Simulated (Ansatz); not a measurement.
# FH5W: the cost of one run

Method: RKS BHLYP-D4/def2-SVP, in Ansatz 0.2.0.

1 further run of the same task is left out (it didn't finish).

**1. The structure to begin with**

Bond lengths: W1–H2 1.720 Å, W1–H3 1.720 Å, W1–F4 1.850 Å, W1–H5 1.720 Å, W1–H6 1.720 Å, W1–H7 1.720 Å. Angles (14 of 15 angles, heavy atoms first): H2–W1–F4 90.0°, H3–W1–F4 90.0°, F4–W1–H5 90.0°, F4–W1–H6 180.0°, F4–W1–H7 90.0°, H2–W1–H3 90.0°, H2–W1–H5 90.0°, H2–W1–H6 90.0°, H2–W1–H7 180.0°, H3–W1–H5 180.0°, H3–W1–H6 90.0°, H3–W1–H7 90.0°, H5–W1–H6 90.0°, H5–W1–H7 90.0°.

Structure file:

```xyz
7

W     0.0000    0.0000    0.0000
H     0.0000    0.0000    1.7200
H     1.7200    0.0000    0.0000
F     0.0000    1.8500    0.0000
H    -1.7200    0.0000    0.0000
H     0.0000   -1.7200    0.0000
H     0.0000    0.0000   -1.7200
```

**2. Relaxing the start**

input.yaml

```yaml
crystal:
  periodic: [false, false, false]
  atoms:
    - { symbol: W, position_ang: [0.0, 0.0, 0.0] }
    - { symbol: H, position_ang: [0.0, 0.0, 1.72] }
    - { symbol: H, position_ang: [1.72, 0.0, 0.0] }
    - { symbol: F, position_ang: [0.0, 1.85, 0.0] }
    - { symbol: H, position_ang: [-1.72, 0.0, 0.0] }
    - { symbol: H, position_ang: [0.0, -1.72, 0.0] }
    - { symbol: H, position_ang: [0.0, 0.0, -1.72] }
basis:
  gaussian: { orbitals: def2-SVP }
hamiltonian:
  xc: { name: BHLYP }
  dispersion: d4
relax:
  f_tol: 0.02
  max_steps: 40
output:
  orbitals: {}
```

Launch:

```
> ansatz run input.yaml --threads 1 --pin off --max-ram 2048MiB --backend cpu --events-out ev --progress --plain --runs-dir out
```

Q: Estimate wall time and peak memory on 1 thread of Arm Neoverse V2, shared host.

About 26 s, with a peak of 0.13 GiB.
